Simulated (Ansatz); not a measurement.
Born–Oppenheimer molecular dynamics of a periodic cell of 28 atoms, Al5HO8 (host Al5HO8, host structure P6_3mc). It goes on from the last frame of an earlier run, with new velocities.

Computed with Ansatz, DFT PBEsol, scalar-relativistic, plane waves, PAW. Settings: cutoff 420 eV, k mesh 2x2x1, fermi-dirac smearing 0.05 eV, no spin polarisation.

```
ensemble        : NVT, Nosé–Hoover chain
time step       : 0.75 fs
steps asked     : 360
set temperature : 1170 K
thermostat      : time constant 100 fs, chain length 3
seed            : 549611
```

Frames 7.5 fs apart, positions in Å, forces in eV/Å.

Velocities at 37.5 fs (Å/ps):

```
Al -1.60 9.27 -3.89
Al -4.24 -5.37 4.28
Al 1.34 4.83 0.78
Al 6.03 6.88 -2.49
Al -0.32 -4.52 2.02
Al 5.18 4.62 -6.36
Al -9.52 -4.72 1.83
Al 4.37 1.85 0.06
Al -2.13 -5.78 -6.23
Al 0.28 4.91 3.09
H 13.67 -16.83 48.87
H -11.65 19.16 -20.25
O 9.84 -7.37 4.03
O 2.88 1.53 -0.65
O -5.10 6.43 7.82
O 3.19 2.60 -8.68
O 4.29 -7.37 11.40
O 0.27 0.74 10.74
O -6.67 -13.82 -8.77
O 0.66 9.02 -3.06
O -3.18 -0.90 -4.40
O -2.81 0.08 -5.75
O 3.32 4.12 0.87
O -1.82 -7.69 -2.14
O -9.44 0.30 2.31
O -2.77 -4.76 1.12
O 4.47 2.50 -3.52
O 3.75 -5.73 8.50
```

```xyz
28
Lattice="5.5708 0.0000 0.0000 -2.7854 4.8245 0.0000 0.0000 0.0000 8.7503" Properties=species:S:1:pos:R:3:forces:R:3 time_fs=37.5 energy_less_start_eV=1.746 T=689
Al 0.131 1.553 3.157 -1.49 1.68 2.11
Al 1.448 4.136 3.398 0.20 -0.69 -0.44
Al -1.195 4.219 3.283 -1.79 -3.36 1.00
Al 2.777 3.270 7.568 0.21 -2.54 -0.95
Al 1.337 0.771 7.630 0.42 -1.70 -0.48
Al 4.152 0.599 7.621 -1.42 0.91 -0.06
Al 2.864 1.740 1.365 0.25 -1.55 0.41
Al -0.051 3.079 5.924 -0.45 0.45 -1.98
Al 0.039 3.074 0.655 0.77 -0.16 -1.48
Al 2.870 1.643 4.759 0.24 3.13 1.55
H 0.007 -0.687 1.073 0.00 0.44 -0.17
H 0.109 0.376 5.287 -0.47 0.18 -0.19
O -0.049 -0.208 8.801 -0.52 1.15 -1.08
O 0.042 0.102 4.269 1.23 -0.27 0.20
O 2.565 -0.199 0.055 1.90 4.28 -0.24
O 4.223 2.278 0.019 -2.57 -2.29 -0.26
O 1.531 2.287 -0.095 -0.23 -0.28 2.25
O 0.049 4.856 4.395 0.40 -3.25 0.26
O -1.215 2.587 4.412 0.21 0.48 0.49
O 1.388 2.611 4.537 -0.56 -0.55 -1.42
O 4.106 1.032 2.485 1.03 -2.11 -1.01
O 2.863 3.321 2.231 -0.51 2.20 -0.13
O 1.580 0.887 2.434 -0.44 1.21 -2.14
O -1.404 3.969 6.727 -0.53 0.19 -0.50
O -0.151 1.349 6.410 1.03 -0.86 2.90
O 1.317 3.895 6.660 0.99 0.74 1.40
O 0.078 3.143 2.385 0.87 2.00 -0.49
O 2.702 1.500 6.637 1.22 0.57 0.48
28
Lattice="5.5708 0.0000 0.0000 -2.7854 4.8245 0.0000 0.0000 0.0000 8.7503" Properties=species:S:1:pos:R:3:forces:R:3 time_fs=45.0 energy_less_start_eV=0.898 T=942
Al 0.103 1.632 3.147 -1.46 -0.64 1.30
Al 1.420 4.096 3.424 0.89 1.72 -1.25
Al -1.201 4.225 3.298 -1.35 -1.69 0.54
Al 2.820 3.293 7.547 -1.07 -3.06 1.37
Al 1.339 0.721 7.645 0.40 -1.35 0.93
Al 4.176 0.640 7.579 -1.50 -0.27 2.13
Al 2.798 1.688 1.376 1.30 -1.61 -1.21
Al -0.026 3.096 5.907 -0.83 0.42 -1.39
Al 0.032 3.035 0.592 0.60 1.64 -1.54
Al 2.870 1.702 4.799 -0.95 -0.18 1.55
H 0.071 -0.788 1.363 -0.31 0.24 -0.75
H -0.051 0.546 5.252 0.31 -0.48 -0.06
O 0.013 -0.239 8.809 -0.98 1.96 -2.52
O 0.080 0.109 4.256 0.14 0.34 0.38
O 2.561 -0.092 0.111 2.27 1.39 -0.14
O 4.204 2.259 -0.047 -1.74 -1.63 0.42
O 1.557 2.230 0.021 -0.77 0.39 0.49
O 0.055 4.813 4.477 -0.04 -1.37 -0.13
O -1.252 2.501 4.354 1.66 1.86 0.44
O 1.384 2.663 4.494 -0.37 -1.77 -0.25
O 4.102 0.991 2.438 1.22 -1.49 -0.40
O 2.838 3.363 2.187 0.33 1.24 1.05
O 1.591 0.933 2.415 -1.67 -0.03 0.22
O -1.418 3.920 6.697 0.87 0.88 -1.29
O -0.198 1.343 6.465 2.29 0.25 0.28
O 1.315 3.872 6.693 0.91 0.45 1.17
O 0.121 3.196 2.352 -0.16 1.66 -0.22
O 2.746 1.470 6.700 0.01 1.14 -1.13
28
Lattice="5.5708 0.0000 0.0000 -2.7854 4.8245 0.0000 0.0000 0.0000 8.7503" Properties=species:S:1:pos:R:3:forces:R:3 time_fs=52.5 energy_less_start_eV=0.124 T=1181
Al 0.047 1.701 3.162 -0.38 -1.52 -0.32
Al 1.410 4.088 3.424 1.54 2.59 -2.30
Al -1.235 4.196 3.323 -1.04 -0.03 -1.03
Al 2.845 3.256 7.550 -0.98 -2.69 1.55
Al 1.348 0.644 7.675 0.43 0.19 0.67
Al 4.172 0.676 7.576 -0.83 -1.24 2.41
Al 2.758 1.605 1.367 2.25 -0.48 -0.21
Al -0.014 3.121 5.861 0.24 0.23 -0.82
Al 0.035 3.027 0.501 -0.26 2.05 -0.09
Al 2.855 1.762 4.869 -0.82 -2.14 0.62
H 0.002 -0.714 1.249 0.09 -0.32 0.46
H -0.054 0.507 5.241 0.61 -0.51 -0.27
O 0.044 -0.209 8.739 -0.80 1.11 -1.55
O 0.122 0.124 4.255 -0.93 0.34 1.13
O 2.633 0.064 0.159 1.71 -1.74 -1.01
O 4.129 2.189 -0.098 0.31 0.80 1.46
O 1.557 2.187 0.152 -1.46 1.18 -1.88
O 0.061 4.722 4.555 -0.17 0.79 -0.41
O -1.240 2.472 4.312 0.82 1.59 0.84
O 1.369 2.658 4.443 -0.06 -2.03 1.05
O 4.138 0.901 2.377 0.79 -0.10 0.18
O 2.822 3.444 2.176 0.75 0.39 0.13
O 1.547 0.980 2.402 -1.84 -1.19 1.94
O -1.410 3.897 6.629 0.36 0.88 -0.08
O -0.169 1.344 6.535 2.66 0.99 -0.79
O 1.341 3.863 6.765 -0.18 -0.21 0.36
O 0.159 3.302 2.311 -1.46 -0.11 -0.16
O 2.789 1.477 6.728 -1.34 1.18 -1.87
28
Lattice="5.5708 0.0000 0.0000 -2.7854 4.8245 0.0000 0.0000 0.0000 8.7503" Properties=species:S:1:pos:R:3:forces:R:3 time_fs=60.0 energy_less_start_eV=0.292 T=1154
Al -0.017 1.742 3.172 0.94 -1.52 -0.84
Al 1.428 4.128 3.382 0.87 0.94 -1.02
Al -1.289 4.166 3.329 -0.23 0.97 -1.33
Al 2.849 3.168 7.583 -0.73 -0.58 0.69
Al 1.366 0.572 7.717 0.25 1.92 -0.97
Al 4.153 0.689 7.617 1.33 -1.50 0.16
Al 2.759 1.511 1.356 0.92 0.64 1.80
Al 0.003 3.150 5.798 1.28 -0.58 -0.01
Al 0.034 3.058 0.406 -0.47 1.62 0.97
Al 2.824 1.782 4.952 0.24 -2.21 -1.08
H -0.024 -0.664 1.199 0.31 -0.55 1.22
H 0.196 0.287 5.323 -0.38 0.24 -1.12
O 0.048 -0.144 8.621 -0.76 -0.69 1.00
O 0.138 0.145 4.274 -0.90 -0.58 1.89
O 2.760 0.165 0.173 0.05 -3.80 -2.18
O 4.061 2.145 -0.101 1.40 2.82 2.08
O 1.512 2.180 0.227 -0.33 0.78 -2.37
O 0.062 4.655 4.618 0.16 1.99 -1.42
O -1.204 2.496 4.298 -1.42 0.67 1.22
O 1.351 2.591 4.422 0.19 -0.13 0.61
O 4.199 0.807 2.321 -0.16 1.63 0.37
O 2.830 3.530 2.180 0.74 -0.54 -0.89
O 1.449 0.991 2.444 0.61 -0.94 0.38
O -1.390 3.903 6.559 -0.78 0.31 1.70
O -0.056 1.376 6.584 1.01 0.78 -0.05
O 1.362 3.848 6.849 -1.22 -0.30 -0.42
O 0.150 3.407 2.264 -1.95 -1.50 0.03
O 2.792 1.521 6.698 -0.98 0.09 -0.38
28
Lattice="5.5708 0.0000 0.0000 -2.7854 4.8245 0.0000 0.0000 0.0000 8.7503" Properties=species:S:1:pos:R:3:forces:R:3 time_fs=67.5 energy_less_start_eV=1.155 T=924
Al -0.064 1.755 3.168 1.43 -0.48 -0.19
Al 1.461 4.186 3.320 -0.73 -1.26 0.79
Al -1.347 4.153 3.312 1.02 1.17 -0.12
Al 2.838 3.070 7.631 -1.12 2.38 0.16
Al 1.388 0.535 7.740 -0.28 2.50 -2.42
Al 4.162 0.673 7.663 2.91 -0.52 -1.58
Al 2.777 1.428 1.374 -0.63 1.21 1.17
Al 0.042 3.168 5.738 0.86 -0.91 1.69
Al 0.025 3.122 0.326 -0.15 0.59 0.72
Al 2.796 1.758 5.013 0.63 -1.66 -3.04
H 0.064 -0.641 1.350 -0.15 -0.06 -0.23
H 0.281 0.212 5.270 -0.17 0.40 2.23
O 0.027 -0.099 8.530 -0.30 -1.76 2.72
O 0.124 0.142 4.327 -1.43 -1.03 -1.97
O 2.889 0.146 0.120 -1.96 -2.53 -0.96
O 4.037 2.188 -0.037 1.21 1.85 1.42
O 1.459 2.196 0.228 1.78 -0.67 -1.09
O 0.069 4.652 4.632 0.53 2.33 -2.25
O -1.211 2.542 4.321 -1.89 -0.33 0.44
O 1.338 2.517 4.419 0.11 1.44 -0.32
O 4.257 0.766 2.277 -0.95 2.68 0.21
O 2.864 3.583 2.184 0.21 -1.89 0.22
O 1.368 0.969 2.500 2.55 -0.48 -1.53
O -1.392 3.918 6.540 -0.37 -0.50 1.96
O 0.091 1.438 6.630 -1.05 0.74 0.03
O 1.343 3.824 6.920 -1.34 -0.05 -1.15
O 0.078 3.465 2.219 -1.09 -1.77 0.56
O 2.765 1.568 6.660 0.37 -1.38 2.52
28
Lattice="5.5708 0.0000 0.0000 -2.7854 4.8245 0.0000 0.0000 0.0000 8.7503" Properties=species:S:1:pos:R:3:forces:R:3 time_fs=75.0 energy_less_start_eV=1.150 T=944
Al -0.084 1.757 3.159 1.50 0.35 0.42
Al 1.482 4.222 3.271 -1.25 -1.94 1.02
Al -1.387 4.163 3.292 1.36 0.53 1.14
Al 2.805 3.014 7.683 -0.83 3.27 0.12
Al 1.405 0.545 7.719 -0.52 1.69 -1.78
Al 4.223 0.647 7.681 1.79 0.92 -1.76
Al 2.786 1.368 1.417 -0.85 1.57 -0.37
Al 0.098 3.171 5.707 -0.56 -0.05 1.75
Al 0.014 3.195 0.262 0.58 -2.21 1.06
Al 2.780 1.701 5.017 0.54 -0.77 -2.44
H 0.078 -0.603 1.287 -0.05 -1.08 0.83
H 0.156 0.307 5.420 -0.15 0.00 -1.16
O -0.001 -0.108 8.528 1.03 -1.40 3.00
O 0.070 0.112 4.375 -0.84 0.06 0.47
O 2.956 0.051 0.036 -2.68 1.80 1.03
O 4.051 2.290 0.073 0.22 -0.46 -0.19
O 1.460 2.194 0.189 1.78 -0.95 -0.17
O 0.092 4.724 4.576 0.35 0.81 -1.47
O -1.276 2.580 4.361 -0.53 -0.85 -0.16
O 1.328 2.487 4.408 -0.27 1.68 -0.44
O 4.284 0.810 2.239 -1.08 1.50 0.40
O 2.902 3.571 2.199 -1.37 -0.70 -1.44
O 1.367 0.933 2.509 2.10 0.46 -1.73
O -1.407 3.919 6.586 0.31 -0.83 1.32
O 0.206 1.520 6.674 -2.47 -0.60 -0.48
O 1.282 3.799 6.953 -0.04 0.41 -1.49
O -0.029 3.464 2.192 0.68 -1.38 0.90
O 2.748 1.571 6.696 1.28 -1.85 1.61
28
Lattice="5.5708 0.0000 0.0000 -2.7854 4.8245 0.0000 0.0000 0.0000 8.7503" Properties=species:S:1:pos:R:3:forces:R:3 time_fs=82.5 energy_less_start_eV=1.246 T=939
Al -0.073 1.765 3.157 1.20 0.51 -0.08
Al 1.479 4.222 3.240 -1.37 -1.21 -0.09
Al -1.400 4.183 3.293 1.01 -0.39 0.91
Al 2.757 3.022 7.739 0.62 2.08 -0.19
Al 1.412 0.589 7.664 -0.16 -0.05 0.18
Al 4.321 0.637 7.666 -0.47 1.11 -0.32
Al 2.780 1.339 1.450 -0.07 2.00 -2.28
Al 0.144 3.171 5.711 -2.22 0.33 1.15
Al 0.013 3.225 0.218 0.91 -3.90 1.35
Al 2.775 1.630 4.976 0.08 1.51 0.17
H 0.048 -0.817 1.224 0.23 0.10 0.86
H -0.036 0.456 5.382 0.45 -0.49 -0.64
O 0.001 -0.162 8.621 0.96 -0.06 0.97
O -0.011 0.077 4.412 -0.04 0.91 -0.68
O 2.938 0.011 -0.019 -1.39 4.24 1.62
O 4.073 2.381 0.180 -0.72 -1.77 -1.50
O 1.516 2.162 0.145 0.19 -0.07 0.50
O 0.126 4.820 4.468 -0.33 -1.92 -0.49
O -1.361 2.591 4.396 1.00 -0.50 -0.38
O 1.310 2.512 4.383 -0.31 0.91 -0.13
O 4.277 0.901 2.218 -0.22 -0.87 1.49
O 2.898 3.518 2.199 -2.04 -0.50 -0.42
O 1.431 0.910 2.464 -0.36 0.69 -0.01
O -1.412 3.893 6.675 0.49 -0.64 0.11
O 0.241 1.585 6.704 -3.08 -1.67 -0.77
O 1.221 3.788 6.939 1.91 1.10 -0.83
O -0.115 3.417 2.195 2.17 -0.70 1.08
O 2.774 1.516 6.780 1.57 -0.73 -1.58
28
Lattice="5.5708 0.0000 0.0000 -2.7854 4.8245 0.0000 0.0000 0.0000 8.7503" Properties=species:S:1:pos:R:3:forces:R:3 time_fs=90.0 energy_less_start_eV=1.756 T=817
Al -0.040 1.783 3.154 0.44 -0.21 -0.29
Al 1.448 4.196 3.207 -0.73 -0.69 -1.03
Al -1.394 4.196 3.311 -0.03 -1.25 -0.26
Al 2.721 3.069 7.790 2.07 -0.25 -0.93
Al 1.417 0.634 7.610 0.97 -1.01 1.42
Al 4.411 0.649 7.644 -2.56 0.92 1.09
Al 2.773 1.351 1.440 1.44 2.48 -2.69
Al 0.146 3.177 5.738 -3.00 -0.02 0.02
Al 0.030 3.187 0.200 0.76 -0.57 1.32
Al 2.771 1.588 4.935 -0.02 2.95 1.03
H 0.078 -0.772 1.176 -0.09 -0.22 1.02
H -0.043 0.434 5.280 0.15 0.48 2.19
O 0.033 -0.218 8.747 -0.13 1.45 -0.80
O -0.093 0.065 4.411 1.28 0.04 -3.45
O 2.873 0.094 -0.019 0.12 0.07 1.84
O 4.074 2.415 0.239 -0.54 -2.06 -2.12
O 1.579 2.128 0.115 -1.80 0.98 0.35
O 0.148 4.857 4.343 -1.39 -2.82 0.80
O -1.414 2.587 4.419 1.85 0.16 -0.12
O 1.283 2.567 4.354 -0.05 -0.36 0.81
O 4.263 0.967 2.244 0.20 -2.06 1.53
O 2.833 3.434 2.214 -0.97 1.00 -0.09
O 1.484 0.907 2.419 -2.46 -0.05 1.54
O -1.402 3.846 6.771 0.30 0.19 -0.66
O 0.177 1.597 6.712 -1.67 -1.88 -0.21
O 1.221 3.812 6.898 2.87 1.19 0.48
O -0.132 3.347 2.233 2.36 0.45 0.33
O 2.849 1.437 6.816 0.63 1.08 -3.10
```

Of the whole run (270 fs, mean temperature of the second half 1176 K): The conserved energy stayed within 0.85 meV per atom of its start (net change 0.27 meV per atom), so there is no drift, though single steps change it by up to 25 meV in the whole system, a sign of fast motions only just resolved. A run of 0.27 ps of so small a system gives no equilibrium averages. Limits of this set-up: coarse k mesh.

The run took 17 min on 1 thread of Arm Neoverse V2, with other jobs on the host, peak memory 0.53 GiB.
